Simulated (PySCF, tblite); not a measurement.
# C5H5BO3: geometry, infrared bands and NMR shifts

What infrared bands and NMR shifts should C5H5BO3 (`BCOc1cc(=O)c1=O`) show?

Programs: tblite 0.8.0 and PySCF 2.14.0, with density-fitted response routines of our own. Each step states its level of theory. These are calculated values for one molecule in the gas phase, unless marked as measured. Atoms count from 0, in the outputs and in this text.

## 1. The molecule as given

14 atoms, charge 0, multiplicity 1; geometry from: force field or distance geometry start.

Bonds of the start (Å): B0–C1 1.60, C1–O2 1.41, O2–C3 1.40, C3–C4 1.39, C4–C5 1.39, C5–O6 1.25, C5–C7 1.38, C7–O8 1.27, C7–C3 1.37, B0–H9 1.18, B0–H10 1.17, C1–H11 1.12, C1–H12 1.10, C4–H13 1.08.

## 2. Optimising the geometry with GFN2-xTB

What the job is given:

```
{"job": {"kind": "relax", "xc": "GFN2-xTB", "basis": "xTB"}, "charge": 0, "multiplicity": 1}
B      2.878600    -0.644700    -0.225900
C      1.547100     0.059900     0.305300
O      0.429700    -0.528900    -0.315100
C     -0.876300    -0.095100    -0.036600
C     -1.442900     0.839900     0.815600
C     -2.703000     0.478000     0.365500
O     -3.871600     0.856200     0.619500
C     -2.127200    -0.459700    -0.462900
O     -2.575100    -1.309600    -1.288200
H      3.023700    -1.804200    -0.072000
H      3.695200    -0.004100    -0.775300
H      1.484800    -0.096500     1.415600
H      1.589700     1.143700     0.100000
H     -1.053600     1.564500     1.512300
```

Run with:

```console
$ OMP_NUM_THREADS=1 python probes_run.py task.json out
```

One launch serves the whole session: the jobs run in the order shown.

**Question.** This job is followed by: GFN2-xTB harmonic vibrations, gas phase; GIAO PBE0/pcSseg-1 NMR shielding, non-relativistic, gas phase. What will the session give for the following? strongest single infrared mode (GFN2-xTB); zero-point energy (GFN2-xTB); ¹³C shifts against TMS (PBE0/pcSseg-1); ¹H shifts against TMS (PBE0/pcSseg-1, means over atoms taken as alike); ¹¹B shifts against BF3·OEt2 (PBE0/pcSseg-1); ¹⁷O shifts against H2O (PBE0/pcSseg-1).

As calculated:

```
                                                              quantity                                 value
                             strongest single infrared mode (GFN2-xTB)                 1597 cm⁻¹, 939 km/mol
                                          zero-point energy (GFN2-xTB)                         56.1 kcal/mol
                                ¹³C shifts against TMS (PBE0/pcSseg-1)  214.0, 200.5, 195.2, 171.0, 81.1 ppm
¹H shifts against TMS (PBE0/pcSseg-1, means over atoms taken as alike)                  8.83, 8.13, 4.78 ppm
                           ¹¹B shifts against BF3·OEt2 (PBE0/pcSseg-1)                              87.9 ppm
                                ¹⁷O shifts against H2O (PBE0/pcSseg-1)               633.5, 571.2, 178.3 ppm
```

**Reading.** Relaxing lowered the energy by 1.483 eV in 88 steps; the close pair that moved most is C5–C7, from 1.377 to 1.546 Å. All 36 modes are real, so the xTB geometry is a minimum. The strongest single mode, at 1597 cm⁻¹, moves mainly C3. Unscaled tight-binding wavenumbers are off by several per cent, some by more. Its intensities can rank the bands wrongly. At PBE0/pcSseg-1: The widest tensor belongs to O8: span 1231 ppm, with a paramagnetic part of -693 ppm.
